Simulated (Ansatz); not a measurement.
# C₁₀H₁₈: one species, many methods

An exercise on one series of results from a longer session: the logs are not shown, and one member is left open.

The runs use Ansatz 0.2.0, Gaussian basis; functionals in def2-TZVPP, the program's frozen cores in correlated methods.

Plan: LDA (SPW92), PBE-D4, revPBE-D4, BLYP-D4, r2SCAN-D4, B97M-V, PBE0-D4, B3LYP-D4, r2SCANh-D4, r2SCAN0-D4, HSE06-D4, BHLYP-D4, CAM-B3LYP-D4, LC-ωPBE, ωB97X-V, ωB97M-V, B2PLYP, PBE-QIDH; CCSD(T)/def2-SVP; CCSD(T)/def2-TZVPP; MP2/def2-QZVPP; extrapolation to the limit; RPA on PBE.

## The geometry

An earlier PBE0-D4 in a triple-zeta def2 set relaxation fixed the geometry.

SMILES `CC1=CCC(C(C)C)CC1`, 28 atoms, charge 0, spin multiplicity 1.

Atoms are counted from 1 here; the program's logs count them from 0.

Bond lengths: C1–C2 1.494 Å, C1–H11 1.091 Å, C1–H12 1.096 Å, C1–H13 1.096 Å, C2–C3 1.331 Å, C2–C10 1.501 Å, C3–C4 1.497 Å, C3–H14 1.088 Å, C4–C5 1.525 Å, C4–H15 1.095 Å, C4–H16 1.099 Å, C5–C6 1.535 Å, C5–C9 1.523 Å, C5–H17 1.100 Å, C6–C7 1.523 Å, C6–C8 1.523 Å, C6–H18 1.099 Å, C7–H19 1.093 Å and more. Angles: C2–C1–H11 111.7°, C2–C1–H12 111.0°, C2–C1–H13 110.9°, H11–C1–H12 108.3°, H11–C1–H13 108.2°, H12–C1–H13 106.5°, C1–C2–C3 122.4°, C1–C2–C10 116.3°, C3–C2–C10 121.3°, C2–C3–C4 124.6°, C2–C3–H14 118.7°, C4–C3–H14 116.7°, C3–C4–C5 112.4°, C3–C4–H15 108.9°, C3–C4–H16 109.3°, C5–C4–H15 110.2°, C5–C4–H16 110.3°, H15–C4–H16 105.5° and more.

The first run:

File in.yaml:

```yaml
crystal:
  periodic: [false, false, false]
  atoms:
    - {symbol: C, position_ang: [-0.160183, -2.457522, -2.885891]}
    - {symbol: C, position_ang: [-0.087274, -1.499155, -1.742546]}
    - {symbol: C, position_ang: [-0.999766, -1.473385, -0.773334]}
    - {symbol: C, position_ang: [-1.000792, -0.504614, 0.367472]}
    - {symbol: C, position_ang: [-0.044794, 0.661825, 0.141004]}
    - {symbol: C, position_ang: [0.132703, 1.579426, 1.358539]}
    - {symbol: C, position_ang: [-1.183231, 2.219727, 1.779234]}
    - {symbol: C, position_ang: [0.801072, 0.904743, 2.549748]}
    - {symbol: C, position_ang: [1.275486, 0.127881, -0.397569]}
    - {symbol: C, position_ang: [1.078998, -0.554188, -1.741008]}
    - {symbol: H, position_ang: [-1.050087, -3.086585, -2.830026]}
    - {symbol: H, position_ang: [0.720890, -3.108178, -2.910465]}
    - {symbol: H, position_ang: [-0.178759, -1.923331, -3.842575]}
    - {symbol: H, position_ang: [-1.814977, -2.193148, -0.804287]}
    - {symbol: H, position_ang: [-2.020324, -0.133656, 0.516595]}
    - {symbol: H, position_ang: [-0.743466, -1.034566, 1.294648]}
    - {symbol: H, position_ang: [-0.484441, 1.283552, -0.652592]}
    - {symbol: H, position_ang: [0.799320, 2.387246, 1.027121]}
    - {symbol: H, position_ang: [-1.019094, 2.979658, 2.547506]}
    - {symbol: H, position_ang: [-1.871849, 1.479659, 2.196347]}
    - {symbol: H, position_ang: [-1.681732, 2.700429, 0.932777]}
    - {symbol: H, position_ang: [0.184513, 0.096346, 2.952401]}
    - {symbol: H, position_ang: [1.776358, 0.486762, 2.292455]}
    - {symbol: H, position_ang: [0.954825, 1.625694, 3.356792]}
    - {symbol: H, position_ang: [2.005905, 0.939032, -0.486391]}
    - {symbol: H, position_ang: [1.691898, -0.597080, 0.310577]}
    - {symbol: H, position_ang: [1.985486, -1.102039, -2.024997]}
    - {symbol: H, position_ang: [0.933307, 0.195467, -2.531535]}
basis:
  gaussian: {orbitals: def2-TZVPP}
hamiltonian: {xc: lda}
output: {orbitals: {seedname: orbitals}}
```

On the command line:

```
$ ansatz run in.yaml --threads 4 --pin off --events-out ev --progress --plain --max-ram 66560MiB --backend cuda --devices 0, --max-vram 37GiB
```

Among the steps run: LDA; PBE-D4 (GGA); revPBE-D4 (GGA); BLYP-D4 (GGA); r2SCAN-D4 (meta-GGA); B97M-V (meta-GGA); PBE0-D4 (hybrid); B3LYP-D4 (hybrid); r2SCANh-D4 (hybrid); r2SCAN0-D4 (hybrid); HSE06-D4 (hybrid); BHLYP-D4 (hybrid); CAM-B3LYP-D4 (range-separated); LC-ωPBE (range-separated); ωB97X-V (range-separated); ωB97M-V (range-separated); B2PLYP (double hybrid); PBE-QIDH (double hybrid).

One table of the session follows, with a row left open; its other results are not shown here.

It belongs to the step «Orbital energies across the functionals». 

| functional | HOMO (eV) | LUMO (eV) | gap (eV) |
| --- | --- | --- | --- |
| LDA (SPW92) | -5.59 | -0.44 | 5.15 |
| PBE-D4 | -5.46 | -0.23 | 5.23 |
| revPBE-D4 | -5.40 | -0.14 | 5.26 |
| BLYP-D4 | -5.32 | -0.11 | 5.21 |
| r2SCAN-D4 | -5.62 | 0.04 | 5.67 |
| B97M-V | -5.69 | 0.03 | 5.71 |
| PBE0-D4 | -6.54 | 0.77 | 7.31 |
| B3LYP-D4 | -6.35 | 0.52 | 6.86 |
| r2SCANh-D4 | -6.04 | 0.41 | 6.44 |
| r2SCAN0-D4 | -6.66 | 0.94 | 7.60 |
| HSE06-D4 | -6.15 | 0.39 | 6.53 |
| BHLYP-D4 | -7.51 | 1.64 | 9.15 |
| CAM-B3LYP-D4 | -7.85 | 1.76 | 9.61 |
| LC-ωPBE | -9.19 | 2.99 | 12.19 |
| ωB97X-V | -8.85 | 2.81 | 11.66 |
| ωB97M-V | ? | ? | ? |

Q: Estimate the row for ωB97M-V from the others.

**Answer.** HOMO (eV): -8.76; LUMO (eV): 2.46; gap (eV): 11.22. In the column «HOMO (eV)» it lies between ωB97X-V (-8.85) and CAM-B3LYP-D4 (-7.85).
